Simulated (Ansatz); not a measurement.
# H6O4Sn: the cost of one run

Program: Ansatz 0.2.0. Level of theory: RKS BLYP-D4/def2-SVP. These are calculated values, not measurements.

## 1. The structure to begin with

Bond lengths: Sn1–O2 2.397 Å, Sn1–O3 1.988 Å, Sn1–O4 1.965 Å, Sn1–O5 1.993 Å, O2–H8 0.962 Å, O3–H9 0.959 Å, O4–H10 0.958 Å, O5–H11 0.957 Å. Angles: Sn1–O2–H8 147.4°, O2–Sn1–O3 128.3°, O2–Sn1–O4 94.7°, O2–Sn1–O5 111.4°, O3–Sn1–O4 100.9°, O3–Sn1–O5 112.9°, O4–Sn1–O5 102.0°, Sn1–O3–H9 112.2°, Sn1–O4–H10 111.6°, Sn1–O5–H11 114.7°.

Structure file:

```xyz
11

Sn   -0.2044   -0.0712   -0.3375
O     1.0643    0.0537    1.6927
O     0.1244   -1.2194   -1.9262
O    -1.7294   -1.0000    0.4833
O    -1.0002    1.6944   -0.8083
H     1.9605    0.3687    0.8358
H     1.9626    0.4770   -0.1407
H     1.0812   -0.0688    2.6464
H    -0.4400   -1.9952   -1.9349
H    -2.2707   -0.4014    0.9997
H    -0.5485    2.1623   -1.5102
```

## 2. A restrained relaxation towards end A

Springs on the bonds that form and break draw the guess towards this end; the thresholds are loose.

input.yaml reads:

```yaml
crystal:
  periodic: [false, false, false]
  atoms:
    - { symbol: Sn, position_ang: [-0.2044, -0.0712, -0.3375] }
    - { symbol: O, position_ang: [1.0643, 0.0537, 1.6927] }
    - { symbol: O, position_ang: [0.1244, -1.2194, -1.9262] }
    - { symbol: O, position_ang: [-1.7294, -1.0, 0.4833] }
    - { symbol: O, position_ang: [-1.0002, 1.6944, -0.8083] }
    - { symbol: H, position_ang: [1.9605, 0.3687, 0.8358] }
    - { symbol: H, position_ang: [1.9626, 0.477, -0.1407] }
    - { symbol: H, position_ang: [1.0812, -0.0688, 2.6464] }
    - { symbol: H, position_ang: [-0.44, -1.9952, -1.9349] }
    - { symbol: H, position_ang: [-2.2707, -0.4014, 0.9997] }
    - { symbol: H, position_ang: [-0.5485, 2.1623, -1.5102] }
basis:
  gaussian: { orbitals: def2-SVP }
hamiltonian:
  xc: blyp
  dispersion: d4
relax:
  f_tol: 0.15
  max_steps: 25
  restrain:
    - { distance: [0, 6], at: 3.0, k: 30.0 }
    - { distance: [5, 1], at: 2.27, k: 30.0 }
    - { distance: [0, 1], at: 2.05, k: 30.0 }
    - { distance: [5, 6], at: 0.62, k: 30.0 }
```

On the command line:

```sh
$ ansatz run input.yaml --threads 2 --pin off --max-ram 3072MiB --backend cpu --events-out ev --progress --plain --runs-dir out
```

Q: Estimate wall time and peak memory on 2 threads of Intel Xeon Platinum 8488C (Sapphire Rapids), shared host.

About 45 s, with a peak of 0.17 GiB.
